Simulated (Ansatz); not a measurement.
## CH6GeS2, SMILES S[CH](S)[GeH3]: an atomisation energy, step by step

Program: the Ansatz DFT code, driven from Python.

At the Python prompt:
```pycon
>>> from collections import Counter
>>> import ansatz
>>> from ase import Atoms
>>> def energy(molecule, charge=0, unpaired=0):
...     calc = (
...         molecule.calculation()
...         .basis(gaussian="cc-pVDZ")
...         .functional("PBE0", dispersion="d3bj")
...     )
...     if charge:
...         calc = calc.charge(charge)
...     if unpaired:
...         calc = calc.spin("collinear", total=unpaired)
...     report = calc.run(threads=1, backend="cpu").report
...     if report["published_state_doubts"]:
...         print("  doubts:", report["published_state_doubts"])
...     return report["free_energy_ev"]
...
>>> atoms = Atoms(["S", "C", "S", "Ge", "H", "H", "H", "H", "H", "H"], positions=[
...     (-1.6424, 0.6379, -1.0723),
...     (-0.0979, 0.5281, -0.2344),
...     (1.2045, 0.3856, -1.4748),
...     (-0.0446, -1.0436, 0.8905),
...     (-1.3566, 1.9252, -1.6592),
...     (0.0753, 1.4438, 0.3963),
...     (2.2752, 0.4571, -0.4796),
...     (-0.3166, -2.2912, 0.0077),
...     (-1.2562, -0.9106, 1.977),
...     (1.2423, -1.1835, 1.6517),
... ])
>>> ch6ges2 = ansatz.Crystal.molecule_from_ase(atoms)
>>> # unpaired electrons of the ground-state atoms
>>> unpaired = {"S": 2, "C": 2, "Ge": 2, "H": 1}
>>> counts = Counter(site.symbol for site in ch6ges2.cartesian_sites)
>>> atom_energy = {s: energy(ansatz.Crystal.molecule().atom(s, (0, 0, 0)), 0, unpaired[s]) for s in counts}
>>> whole = energy(ch6ges2, 0, 0)
>>> for s, e in atom_energy.items():
...     print(f"{s:2s} x{counts[s]}  {e:14.5f} eV")
...
S  x2    -10829.25247 eV
C  x1     -1028.56355 eV
Ge x1    -56507.91561 eV
H  x6       -13.61358 eV
>>> print(f"CH6GeS2: {whole:.5f} eV")
CH6GeS2: -79306.40091 eV
>>> split = sum(counts[s] * e for s, e in atom_energy.items()) - whole
>>> print(f"atomisation energy (no zero-point term): {96.485332 * split:.1f} kJ/mol, {split / sum(counts.values()):.3f} eV an atom")
atomisation energy (no zero-point term): 2869.0 kJ/mol, 2.974 eV an atom
```

2869.0 kJ/mol from the electronic energies, without the zero-point term.

What to keep in mind:
- Total energies depend on the basis set; only differences at equal settings carry meaning.
- The geometry is a force-field or estimated start, not a minimum of this method, and the basis set is short of its limit. All parts are taken at fixed geometry, without zero-point energy.
- For Al to Cl the sets with a tight d function, cc-pV(X+d)Z, are usual.
- Hardware and time: 7.4 s on 1 thread of Arm Neoverse V1, on a shared host, peak memory 0.31 GiB.
